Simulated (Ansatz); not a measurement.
# H₂Br (doublet): the correlation ladder at distance Br1–H2 along a hydrogen transfer = 1.876 Å, cc-pVDZ

How much of the correlation energy of H₂Br (doublet) does each wave-function method recover here?

The runs use Ansatz 0.2.0, Gaussian basis; cc-pVDZ, core rule «outside noble gas», up to 14 orbitals frozen.

Plan: UHF; CCSD(T) on ROHF; CCSD(T) on UHF; BCCD(T) on ROHF; CISD; CCSDT(Q) on ROHF; CCSDT(Q) on UHF; CISDTQ; CCSDTQ on ROHF; CCSDTQ on UHF; CASSCF and MRCISD+Q, 3 electrons in 3 orbitals; CASSCF and NEVPT2, 3 electrons in 3 orbitals; CASSCF and MRCISD+Q, 9 electrons in 6 orbitals; CASSCF and NEVPT2, 9 electrons in 6 orbitals; Full CI.

1 further run of the same task is left out (for a known fault of the program).

## Step 1: What is computed

The geometry derives from fragments relaxed apart (PBE0/def2-TZVP) and kept rigid, so it is no stationary point. A hydrogen atom is moved between rigid fragments. No spin-orbit coupling is included. The filled d shell of Br may be among the frozen orbitals whatever the setting's name suggests; the logs give the count.

3 atoms, charge 0, spin multiplicity 2.

Atoms are counted from 1 here; the program's logs count them from 0.

No contacts short enough for the rule that draws bonds.

## Step 2: UHF

Contents of in.yaml:

```yaml
crystal:
  periodic: [false, false, false]
  atoms:
    - {symbol: Br, position_ang: [0.000000, 0.000000, -1.559667]}
    - {symbol: H, position_ang: [0.000000, 0.000000, 0.316333]}
    - {symbol: H, position_ang: [0.000000, 0.000000, 1.243333]}
basis:
  gaussian: {orbitals: cc-pVDZ}
magnetization: {spin_polarized: true, initial_magnetization: 1}
hamiltonian: {xc: hf}
output: {orbitals: {seedname: orbitals}}
```

Started as:

```bash
> ansatz run in.yaml --threads 1 --pin off --events-out ev --progress --plain --max-ram 4096MiB --backend cpu
```

The runs that follow: CCSD(T) on ROHF; CCSD(T) on UHF; BCCD(T) on ROHF; CISD; CCSDT(Q) on ROHF; CCSDT(Q) on UHF; CISDTQ; CCSDTQ on ROHF; CCSDTQ on UHF; CASSCF and MRCISD+Q, 3 electrons in 3 orbitals; CASSCF and NEVPT2, 3 electrons in 3 orbitals; CASSCF and MRCISD+Q, 9 electrons in 6 orbitals; CASSCF and NEVPT2, 9 electrons in 6 orbitals; Full CI.

**Question.** What will the summary of the whole plan be? Wanted: FCI below the RHF energy; RMP2 from FCI; UMP2 from FCI; RCCSD from FCI; RCCSD(T) from FCI; UCCSD(T) from FCI; RCCSDT(Q) from FCI; UCCSDT(Q) from FCI; NEVPT2 pair from FCI.

The runs gave:

| quantity | value |
| --- | --- |
| FCI below the RHF energy | -4.3610 eV |
| RMP2 from FCI | +693.5 meV |
| UMP2 from FCI | +698.5 meV |
| RCCSD from FCI | +63.9 meV |
| RCCSD(T) from FCI | +14.0 meV |
| UCCSD(T) from FCI | +12.7 meV |
| RCCSDT(Q) from FCI | +0.4 meV |
| UCCSDT(Q) from FCI | -1.1 meV |
| NEVPT2 pair from FCI | +543.6 meV |
| NEVPT2 valence from FCI | +867.5 meV |
| MRCISD+Q valence from FCI | -5.3 meV |
| levels within 1 kcal/mol (43 meV) | RCCSD(T), UCCSD(T), BCCD(T), RCCSDT, UCCSDT, CISDTQ, RCCSDT(Q), UCCSDT(Q), RCCSDTQ, UCCSDTQ, MRCISD+Q valence |
| T1 diagnostic | 0.024 |
| effectively unpaired electrons | 1.03 |

In words: RCCSD(T) lands +14.0 meV from the yardstick (0.3 % of the correlation energy). MRCISD+Q valence falls below full CI: the +Q correction isn't variational, and the cores differ from full CI's. One determinant dominates. Of the multireference levels listed MRCISD+Q valence comes nearest in total energy (-5.3 meV), which doesn't show that its space is the better one. These misses are within one basis, not against nature; the frozen cores of restricted and unrestricted runs differ, which can shift their rows.
